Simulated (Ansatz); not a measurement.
# ClHInO: the cost of one run

Computed with the Python package of Ansatz 0.2.0. Level of theory: PBE/def2-SVP.

## Step 1: The system

Bond lengths: O1–In2 1.878 Å, In2–Cl3 2.448 Å, In2–H4 1.901 Å. Angles: O1–In2–Cl3 126.0°, O1–In2–H4 105.9°, Cl3–In2–H4 126.5°.

The script holds or builds the structure itself.

## Step 2: Script

freq_clhino.py reads:

```python
"""Vibrations of ClHInO."""

import itertools
import warnings

import ansatz as az
from ase.data import atomic_numbers, covalent_radii
import numpy as np

GEOMETRY = """
O    -1.83720   -0.45160    0.04590
In   -0.03410    0.07350    0.06370
Cl    1.81960   -1.17770    1.06030
H     0.10730    1.49550   -1.19030
"""


def main() -> None:
    warnings.simplefilter("ignore", az.DeckWarning)

    mol = az.Crystal.molecule()
    for line in GEOMETRY.strip().splitlines():
        symbol, *xyz = line.split()
        mol = mol.atom(symbol, [float(v) for v in xyz])

    calculation = (
        mol.calculation()
        .basis(gaussian="def2-SVP")
        .functional("pbe")
        .spin("collinear", total=1)
    )
    symbols = [site.symbol for site in mol.cartesian_sites]
    start = np.array([site.position_ang for site in mol.cartesian_sites], dtype=float)
    r = calculation.relax(force_tolerance=0.003).run(threads=1).report
    end = np.array(r["positions_ang"])

    # pairs closer than 1.2 times the sum of covalent radii, before or after
    radius = [covalent_radii[atomic_numbers[s]] for s in symbols]
    span = lambda where, i, j: np.linalg.norm(where[i] - where[j])
    bonded = [(i, j) for i, j in itertools.combinations(range(len(symbols)), 2) if min(span(start, i, j), span(end, i, j)) < 1.2 * (radius[i] + radius[j])]
    print("pair        before    after (A)")
    for i, j in bonded:
        print(f"{symbols[i]}{i}-{symbols[j]}{j}".ljust(10), f"{span(start, i, j):8.4f} {span(end, i, j):8.4f}")
    for first, second in list(itertools.combinations(bonded, 2)):
        shared = set(first) & set(second)
        if shared and symbols[(j := shared.pop())] != "H":
            i, k = sorted((set(first) | set(second)) - {j})
            u, v = end[i] - end[j], end[k] - end[j]
            angle = np.degrees(np.arccos(np.clip(u @ v / np.linalg.norm(u) / np.linalg.norm(v), -1, 1)))
            print(f"final angle {symbols[i]}{i}-{symbols[j]}{j}-{symbols[k]}{k}: {angle:.2f} deg")

    # same settings at the minimum
    minimum = az.Crystal.molecule()
    for symbol, place in zip(symbols, end):
        minimum = minimum.atom(symbol, place.tolist())
    vibrating = (
        minimum.calculation()
        .basis(gaussian="def2-SVP")
        .functional("pbe")
        .spin("collinear", total=1)
        .phonons(temperatures=(100, 500, 100))
    )
    vib = vibrating.run(threads=1).report["vibrations"]
    sums = vib["harmonic_sums"]
    modes = [m["omega_inv_cm"] for m in sums["modes_at_gamma"] if m["rigid_motion"] == "no"]
    print("frequencies (1/cm):", " ".join(f"{w:.0f}" for w in modes))
    print("imaginary modes:", sum(w < 0 for w in modes), " zero-point energy:", round(sums["zero_point_energy_ev"], 4), "eV")
    print("T (K)   F_vib (eV)   S_vib (meV/K)   C_vib (meV/K)")
    for row in zip(sums["temperatures_k"], sums["vibrational_free_energy_ev"], vib["entropy_ev_per_k"], vib["heat_capacity_ev_per_k"]):
        print(f"{row[0]:6.1f} {row[1]:11.4f} {1000 * row[2]:13.4f} {1000 * row[3]:15.4f}")

    # all hydrogen replaced by deuterium
    heavier = vibrating.phonons(masses={"H": 2.014102}).run(threads=1).report["vibrations"]["harmonic_sums"]
    print("deuterated (1/cm):", " ".join(f"{m['omega_inv_cm']:.0f}" for m in heavier["modes_at_gamma"] if m["rigid_motion"] == "no"))
    print("zero-point energy falls by", round(sums["zero_point_energy_ev"] - heavier["zero_point_energy_ev"], 4), "eV")


if __name__ == "__main__":
    main()
```

## Step 3: What the engine is handed

The engine receives this input (first run):

```yaml
crystal:
  periodic: [false, false, false]
  atoms:
    - { symbol: O, position_ang: [-1.8372, -0.4516, 0.0459] }
    - { symbol: In, position_ang: [-0.0341, 0.0735, 0.0637] }
    - { symbol: Cl, position_ang: [1.8196, -1.1777, 1.0603] }
    - { symbol: H, position_ang: [0.1073, 1.4955, -1.1903] }
basis:
  gaussian:
    orbitals: def2-SVP
hamiltonian:
  xc: pbe
magnetization:
  spin_polarized: true
  initial_magnetization: 1.0
relax:
  f_tol: 0.003
```

## Step 4: Running it

The run is started by

```console
python freq_clhino.py
```

What time and memory should one allow on 1 thread of Arm Neoverse V2, shared host?

About 95 s, with a peak of 0.23 GiB.
